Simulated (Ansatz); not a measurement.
# YGa15N16: the cost of one run

Program: Ansatz 0.2.0. Level of theory: DFT, PBE, plane-wave PAW, default files, scalar-relativistic. These are calculated values, not measurements.

The COD entry's cell or inner coordinates are ideal or old and differ from later refinements, so a difference from it is no clean test against experiment.

## (1) Starting point

Symmetry: P3m1, No. 156, trigonal system. The conventional cell has a = 6.360 Å, b = 6.360 Å, c = 10.332 Å, α = 90.00°, β = 90.00°, γ = 120.00°. Y (site symmetry 3m) is surrounded by 4 N at 1.94 to 1.95 Å. Around Ga (site symmetry 3m) lie 4 N at 1.94 to 1.95 Å. Ga (site symmetry m) is surrounded by 4 N at 1.94 to 1.95 Å. Only part of the 16 independent sites is listed.

Coordinates:

```xyz
32
Lattice="6.3600 0.0000 0.0000 -3.1800 5.5079 0.0000 0.0000 0.0000 10.3320" Properties=species:S:1:pos:R:3 pbc="T T T"
Y     0.0000    1.8360    0.0000
Ga    0.0000    1.8360    5.1660
Ga   -1.5900    4.5899    0.0000
Ga   -1.5900    4.5899    5.1660
Ga    3.1800    1.8360    0.0000
Ga    3.1800    1.8360    5.1660
Ga    1.5900    4.5899    0.0000
Ga    1.5900    4.5899    5.1660
Ga    1.5900    0.9180    2.5830
Ga    1.5900    0.9180    7.7490
Ga    0.0000    3.6719    2.5830
Ga    0.0000    3.6719    7.7490
Ga    4.7700    0.9180    2.5830
Ga    4.7700    0.9180    7.7490
Ga    3.1800    3.6719    2.5830
Ga    3.1800    3.6719    7.7490
N     0.0000    1.8360    1.9373
N     0.0000    1.8360    7.1033
N    -1.5900    4.5899    1.9373
N    -1.5900    4.5899    7.1033
N     3.1800    1.8360    1.9373
N     3.1800    1.8360    7.1033
N     1.5900    4.5899    1.9373
N     1.5900    4.5899    7.1033
N     1.5900    0.9180    4.5203
N     1.5900    0.9180    9.6863
N     0.0000    3.6719    4.5203
N     0.0000    3.6719    9.6863
N     4.7700    0.9180    4.5203
N     4.7700    0.9180    9.6863
N     3.1800    3.6719    4.5203
N     3.1800    3.6719    9.6863
```

Atom 1 of the input is the impurity.

## (2) Single point at the given positions

input.yaml

```yaml
crystal:
  lattice:
    - [6.36, 0.0, 0.0]
    - [-3.18, 5.507921568, 0.0]
    - [0.0, 0.0, 10.332]
  atoms:
    - { symbol: "Y", position: [0.1666666666, 0.3333333334, 0.0] }
    - { symbol: Ga, position: [0.1666666666, 0.3333333334, 0.5] }
    - { symbol: Ga, position: [0.1666666666, 0.8333333334, 0.0] }
    - { symbol: Ga, position: [0.1666666666, 0.8333333334, 0.5] }
    - { symbol: Ga, position: [0.6666666666, 0.3333333334, 0.0] }
    - { symbol: Ga, position: [0.6666666666, 0.3333333334, 0.5] }
    - { symbol: Ga, position: [0.6666666666, 0.8333333334, 0.0] }
    - { symbol: Ga, position: [0.6666666666, 0.8333333334, 0.5] }
    - { symbol: Ga, position: [0.3333333334, 0.1666666666, 0.25] }
    - { symbol: Ga, position: [0.3333333334, 0.1666666666, 0.75] }
    - { symbol: Ga, position: [0.3333333334, 0.6666666666, 0.25] }
    - { symbol: Ga, position: [0.3333333334, 0.6666666666, 0.75] }
    - { symbol: Ga, position: [0.8333333334, 0.1666666666, 0.25] }
    - { symbol: Ga, position: [0.8333333334, 0.1666666666, 0.75] }
    - { symbol: Ga, position: [0.8333333334, 0.6666666666, 0.25] }
    - { symbol: Ga, position: [0.8333333334, 0.6666666666, 0.75] }
    - { symbol: "N", position: [0.1666666666, 0.3333333334, 0.1875] }
    - { symbol: "N", position: [0.1666666666, 0.3333333334, 0.6875] }
    - { symbol: "N", position: [0.1666666666, 0.8333333334, 0.1875] }
    - { symbol: "N", position: [0.1666666666, 0.8333333334, 0.6875] }
    - { symbol: "N", position: [0.6666666666, 0.3333333334, 0.1875] }
    - { symbol: "N", position: [0.6666666666, 0.3333333334, 0.6875] }
    - { symbol: "N", position: [0.6666666666, 0.8333333334, 0.1875] }
    - { symbol: "N", position: [0.6666666666, 0.8333333334, 0.6875] }
    - { symbol: "N", position: [0.3333333334, 0.1666666666, 0.4375] }
    - { symbol: "N", position: [0.3333333334, 0.1666666666, 0.9375] }
    - { symbol: "N", position: [0.3333333334, 0.6666666666, 0.4375] }
    - { symbol: "N", position: [0.3333333334, 0.6666666666, 0.9375] }
    - { symbol: "N", position: [0.8333333334, 0.1666666666, 0.4375] }
    - { symbol: "N", position: [0.8333333334, 0.1666666666, 0.9375] }
    - { symbol: "N", position: [0.8333333334, 0.6666666666, 0.4375] }
    - { symbol: "N", position: [0.8333333334, 0.6666666666, 0.9375] }
kpoints:
  mp_grid: { grid: [4, 4, 2] }
scf:
  occupations: { method: fermi_dirac, width: 0.01 }
hamiltonian:
  xc: pbe
  pseudopotentials: { kind: paw }
output:
  forces: true
  stress: true
  populations: true
  efg:
    quadrupole_moments_barn: { Ga: 0.107, "N": 0.02044 }
    contact_densities: true
```

Command:

```sh
ansatz run input.yaml --threads 1 --pin off --max-ram 3072MiB --backend cpu --events-out ev --progress --plain --runs-dir out
```

What time and memory should one allow on 1 thread of Intel Xeon 6975P-C (Granite Rapids), shared host?

About 34 s, with a peak of 0.95 GiB.
